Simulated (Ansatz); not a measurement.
**C₄H₉ClOSi: up Jacob's ladder to CCSD(T)**

How much do the methods differ for C₄H₉ClOSi? The plan is to run it at one geometry with functionals of several rungs and with coupled cluster, and see how far each lands from CCSD(T) at the basis-set limit for the atomisation energy.

Program: Ansatz 0.2.0, Gaussian basis. Level of theory: functionals in def2-TZVPP, the program's frozen cores in correlated methods. These are calculated values, not measurements.

The runs, in order: LDA (SPW92), PBE-D4, revPBE-D4, BLYP-D4, r2SCAN-D4, B97M-V, PBE0-D4, B3LYP-D4, r2SCANh-D4, r2SCAN0-D4, HSE06-D4, BHLYP-D4, CAM-B3LYP-D4, LC-ωPBE, ωB97X-V, ωB97M-V, B2PLYP, PBE-QIDH; CCSD(T)/def2-SVP; CCSD(T)/def2-TZVPP; MP2/def2-QZVPP; extrapolation to the limit; RPA on PBE.

### 1 Structure used throughout

An earlier PBE0-D4 in a triple-zeta def2 set relaxation fixed the geometry.

SMILES `CC(C)(C)O[Si]Cl`, 16 atoms, charge 0, spin multiplicity 1.

Atoms are counted from 1 here; the program's logs count them from 0.

Bond lengths: C1–C2 1.519 Å, C1–H8 1.092 Å, C1–H9 1.092 Å, C1–H10 1.090 Å, C2–C3 1.518 Å, C2–C4 1.519 Å, C2–O5 1.440 Å, C3–H11 1.092 Å, C3–H12 1.092 Å, C3–H13 1.092 Å, C4–H14 1.090 Å, C4–H15 1.092 Å, C4–H16 1.092 Å, O5–Si6 1.614 Å, Si6–Cl7 2.129 Å. Angles: C2–C1–H8 110.3°, C2–C1–H9 109.9°, C2–C1–H10 111.0°, H8–C1–H9 108.3°, H8–C1–H10 108.8°, H9–C1–H10 108.4°, C1–C2–C3 110.8°, C1–C2–C4 111.5°, C1–C2–O5 108.8°, C3–C2–C4 110.8°, C3–C2–O5 105.8°, C4–C2–O5 108.8°, C2–C3–H11 110.4°, C2–C3–H12 110.4°, C2–C3–H13 110.4°, H11–C3–H12 108.5°, H11–C3–H13 108.5°, H12–C3–H13 108.5° and more.

### 2 LDA

This LDA is Slater exchange with PW92 correlation.

Contents of in.yaml:

```yaml
crystal:
  periodic: [false, false, false]
  atoms:
    - {symbol: C, position_ang: [0.805216, -1.172610, -0.077659]}
    - {symbol: C, position_ang: [-0.045997, 0.080099, -0.196962]}
    - {symbol: C, position_ang: [-0.669170, 0.180446, -1.577710]}
    - {symbol: C, position_ang: [-1.113122, 0.133382, 0.883073]}
    - {symbol: O, position_ang: [0.805038, 1.234840, -0.067096]}
    - {symbol: Si, position_ang: [1.829980, 2.040527, 0.884008]}
    - {symbol: Cl, position_ang: [1.952981, 0.900652, 2.677674]}
    - {symbol: H, position_ang: [1.594568, -1.168194, -0.832243]}
    - {symbol: H, position_ang: [0.186719, -2.058857, -0.234823]}
    - {symbol: H, position_ang: [1.262476, -1.241890, 0.909738]}
    - {symbol: H, position_ang: [0.105985, 0.181157, -2.346298]}
    - {symbol: H, position_ang: [-1.247147, 1.102004, -1.668625]}
    - {symbol: H, position_ang: [-1.335117, -0.666347, -1.756749]}
    - {symbol: H, position_ang: [-0.667370, 0.072346, 1.876259]}
    - {symbol: H, position_ang: [-1.682228, 1.062388, 0.808549]}
    - {symbol: H, position_ang: [-1.805610, -0.702545, 0.763264]}
basis:
  gaussian: {orbitals: def2-TZVPP}
hamiltonian: {xc: lda}
output: {orbitals: {seedname: orbitals}}
```

Launch:

```bash
$ ansatz run in.yaml --threads 2 --pin off --events-out ev --progress --plain --max-ram 22528MiB --backend cuda --devices 0, --max-vram 18GiB
```

The runs that follow: PBE-D4 (GGA); revPBE-D4 (GGA); BLYP-D4 (GGA); r2SCAN-D4 (meta-GGA); B97M-V (meta-GGA); PBE0-D4 (hybrid); B3LYP-D4 (hybrid); r2SCANh-D4 (hybrid); r2SCAN0-D4 (hybrid); HSE06-D4 (hybrid); BHLYP-D4 (hybrid); CAM-B3LYP-D4 (range-separated); LC-ωPBE (range-separated); ωB97X-V (range-separated); ωB97M-V (range-separated); B2PLYP (double hybrid); PBE-QIDH (double hybrid); CCSD(T) in def2-SVP; CCSD(T) in def2-TZVPP; MP2 in def2-QZVPP; RPA on PBE orbitals.

**Question.** What will the summary of the whole plan be? Wanted: atomisation energy, CCSD(T)/CBS; farthest beyond LDA; mean size of error, GGA; mean size of error, meta-GGA; mean size of error, hybrid; mean size of error, range-separated; mean size of error, double hybrid; gap, smallest and largest; T1 diagnostic.

As calculated:

| quantity | value |
| --- | --- |
| atomisation energy, CCSD(T)/CBS | 1511.8 kcal/mol |
| functionals within 7.6 kcal/mol (0.5 %) | revPBE-D4, BLYP-D4, r2SCAN-D4, B97M-V, PBE0-D4, B3LYP-D4, r2SCANh-D4, HSE06-D4, CAM-B3LYP-D4, ωB97X-V, ωB97M-V, PBE-QIDH |
| farthest beyond LDA | BHLYP-D4 (-40.7 kcal/mol) |
| mean size of error, GGA | 13.3 kcal/mol |
| mean size of error, meta-GGA | 4.0 kcal/mol |
| mean size of error, hybrid | 12.6 kcal/mol |
| mean size of error, range-separated | 5.8 kcal/mol |
| mean size of error, double hybrid | 12.2 kcal/mol |
| gap, smallest and largest | 3.52 eV (LDA (SPW92)), 10.19 eV (LC-ωPBE) |
| T1 diagnostic | 0.0125 |
| triples share of the correlation energy | 4.1 % |

In words: LDA overbinds by 213.8 kcal/mol (14 %). PBE-D4 is off by +29.0 kcal/mol. Double hybrids carry the basis error of their MP2 part in triple zeta, and no dispersion term here, so their miss is partly the set-up's. The rungs meta-GGA, range-separated miss on average by less than the doubt on the reference (7.6 kcal/mol), so they tie. Misses under about 7.6 kcal/mol are within the doubt on the reference itself, which lacks core-valence correlation, relativity and higher excitations. Hartree-Fock recovers 74 % of the binding; the rest is correlation. CCSD(T) in def2-SVP is off by -72.4 kcal/mol, so the small basis spoils what the method gains. Orbital gaps span 3.5 to 10.2 eV; exact exchange widens them.
